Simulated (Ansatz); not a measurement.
# H5Sn: the cost of one run

All numbers below are computed with Ansatz 0.2.0 (UKS PBE/def2-SVP).

## 1. The starting structure

Bond lengths: Sn1–H2 1.990 Å, Sn1–H3 1.740 Å, Sn1–H4 1.739 Å, Sn1–H5 1.739 Å. Angles: H2–Sn1–H3 109.4°, H2–Sn1–H4 109.5°, H2–Sn1–H5 109.5°, H3–Sn1–H4 109.5°, H3–Sn1–H5 109.5°, H4–Sn1–H5 109.5°.

Coordinates:

```xyz
6

Sn    0.0000    0.0000    0.0000
H     0.0000    0.0000    1.9900
H     1.6408    0.0000   -0.5794
H    -0.8195    1.4198   -0.5794
H    -0.8195   -1.4198   -0.5794
H     0.0000    0.0000    2.9500
```

## 2. Pulling towards end A

Springs on the bonds that form and break draw the guess towards this end; the thresholds are loose.

input.yaml reads:

```yaml
crystal:
  periodic: [false, false, false]
  atoms:
    - { symbol: Sn, position_ang: [0.0, 0.0, 0.0] }
    - { symbol: H, position_ang: [0.0, 0.0, 1.99] }
    - { symbol: H, position_ang: [1.6408, 0.0, -0.5794] }
    - { symbol: H, position_ang: [-0.8195, 1.4198, -0.5794] }
    - { symbol: H, position_ang: [-0.8195, -1.4198, -0.5794] }
    - { symbol: H, position_ang: [0.0, 0.0, 2.95] }
magnetization:
  spin_polarized: true
  initial_magnetization: 1
basis:
  gaussian: { orbitals: def2-SVP }
hamiltonian:
  xc: pbe
relax:
  f_tol: 0.15
  max_steps: 25
  restrain:
    - { distance: [1, 5], at: 1.86, k: 30.0 }
    - { distance: [0, 1], at: 1.74, k: 30.0 }
```

The run is started by

```sh
$ ansatz run input.yaml --threads 1 --pin off --max-ram 2048MiB --backend cpu --events-out ev --progress --plain --runs-dir out
```

What time and memory should one allow on 1 thread of Arm Neoverse V1, shared host?

About 8.2 s, with a peak of 0.11 GiB.
